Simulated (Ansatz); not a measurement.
# BrGeH3O: the cost of one run

The runs use Ansatz 0.2.0, Gaussian basis; the settings change from run to run.

**1. The geometry**

The structure was relaxed beforehand with PBE0-D4 in a triple-zeta def2 set.

SMILES `[OH][GeH2][Br]`, 6 atoms, charge 0, spin multiplicity 1.

Atoms are counted from 1 here; the program's logs count them from 0.

Bond lengths: O1–Ge2 1.766 Å, O1–H4 0.960 Å, Ge2–Br3 2.310 Å, Ge2–H5 1.535 Å, Ge2–H6 1.526 Å. Angles: Ge2–O1–H4 113.1°, O1–Ge2–Br3 109.2°, O1–Ge2–H5 111.3°, O1–Ge2–H6 105.5°, Br3–Ge2–H5 106.2°, Br3–Ge2–H6 109.0°, H5–Ge2–H6 115.6°.

**2. PBE0/ANO-RCC-VTZP**

Options: multiplicity 3, high accuracy, the search for lower states set to full.

File in.yaml:

```yaml
crystal:
  periodic: [false, false, false]
  atoms:
    - {symbol: O, position_ang: [-0.529645, -1.324065, 0.112665]}
    - {symbol: Ge, position_ang: [0.367977, 0.196573, 0.141648]}
    - {symbol: Br, position_ang: [-1.112881, 1.955779, -0.082970]}
    - {symbol: H, position_ang: [-1.031331, -1.450786, -0.696477]}
    - {symbol: H, position_ang: [1.335884, 0.296042, -1.045173]}
    - {symbol: H, position_ang: [1.012097, 0.262456, 1.524007]}
basis:
  gaussian: {orbitals: ANO-RCC-VTZP}
magnetization: {spin_polarized: true, initial_magnetization: 2}
hamiltonian: {xc: {name: PBE0}}
accuracy: high
scf: {lower_state_search: full}
```

On the command line:

```sh
ansatz run in.yaml --threads 2 --pin off --events-out ev --progress --plain --max-ram 4352MiB
```

Q: Estimate wall time and peak memory on 2 threads of AMD EPYC 9B45, shared host.

About 2 min, with a peak of 1.3 GiB.
